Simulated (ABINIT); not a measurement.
HPbNO4:

```
H Pb N O
1.0
     4.27531   -0.00040    0.00636
    -2.08399    5.20775   -0.04907
    -2.12377   -1.86574    4.91491
H Pb N O
1 1 1 4
Direct
  0.99073 0.03330 0.90994
  0.50274 0.81989 0.14287
  0.00838 0.47408 0.50265
  0.99816 0.92741 0.02877
  0.19467 0.73435 0.60852
  0.81673 0.35882 0.24556
  0.01381 0.33121 0.65217
```

The cell was built by a generator and needn't be a form met in nature.

Base run:

- Program: ABINIT 10.8.3 (patched build)
- Functional: PBE
- Potentials or basis: SG15 NC PBE v1.2
- Cutoff: 1143 eV
- k mesh: 5 × 4 × 4
- Occupations: fermi-dirac, width 0.05 eV
- Spin: no spin polarisation

Its results: band gap on the k mesh 2.93 eV, indirect (least direct gap 3.14 eV); pressure 0.1 GPa; largest force 0.110 eV/Å.

Q: The run is repeated on the same cell with these changes: potentials or basis from SG15 NC PBE v1.2 to JTH PAW PBE v2.0; cutoff from 1143 eV to 707 eV. What comes out?

A: Band gap on the k mesh 2.95 eV, indirect (least direct gap 3.15 eV); pressure -0.3 GPa; largest force 0.086 eV/Å.

Caveats: spin-orbit coupling is left out, which as a rule narrows the gap of such compounds by several tenths of an eV; an odd mesh through Γ misses points on the zone boundary, where band edges often lie; the atomic spheres overlap (some runs).

Not every run made on this cell is shown here.
